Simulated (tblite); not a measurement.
# C3H13NSi2: the cost of one run

Programs: tblite 0.8.0 and PySCF 2.14.0, with density-fitted response routines of our own. Each step states its level of theory. These are calculated values for one molecule in the gas phase, unless marked as measured. Atoms are numbered from 0 throughout.

### Step 1. Starting geometry

19 atoms, charge 0, multiplicity 1; geometry from: force field or distance geometry start.

Bonds of the start (Å): N0–C1 1.44, C1–Si2 1.86, Si2–C3 1.88, C3–C4 1.51, C4–Si5 1.85, N0–H6 1.04, N0–H7 1.03, C1–H8 1.13, C1–H9 1.12, Si2–H10 1.46, Si2–H11 1.49, C3–H12 1.09, C3–H13 1.12, C4–H14 1.09, C4–H15 1.11, Si5–H16 1.46, Si5–H17 1.49, Si5–H18 1.49.

### Step 2. Geometry optimisation with GFN2-xTB

The job: settings as JSON, then the geometry in Å.

```
{"job": {"kind": "relax", "xc": "GFN2-xTB", "basis": "xTB"}, "charge": 0, "multiplicity": 1}
N     -2.506700     1.014500     0.305600
C     -2.005100    -0.191600     0.902700
Si    -1.071100    -1.271400    -0.286500
C      0.672000    -0.663900    -0.626000
C      1.097500     0.254400     0.490000
Si     2.810600     0.917700     0.276600
H     -3.351500     0.781500    -0.259400
H     -1.810100     1.528900    -0.254900
H     -1.413800     0.003000     1.846900
H     -2.897000    -0.783600     1.247500
H     -1.804400    -1.375300    -1.544800
H     -1.046400    -2.637000     0.298500
H      0.621700    -0.142700    -1.579100
H      1.305900    -1.581800    -0.705900
H      1.055400    -0.294600     1.431500
H      0.418800     1.136300     0.528800
H      2.980000     1.837500    -0.846600
H      3.112800     1.652900     1.532800
H      3.821700    -0.175500     0.265200
```

Run with:

```sh
> OMP_NUM_THREADS=1 python probes_run.py task.json out
```

The driver reads the jobs from task.json and runs them one after another.

Q: Estimate the wall time and peak memory of this first job on 1 thread of Arm Neoverse V1, shared host.

About 1.1 s, with a peak of 0.18 GiB.
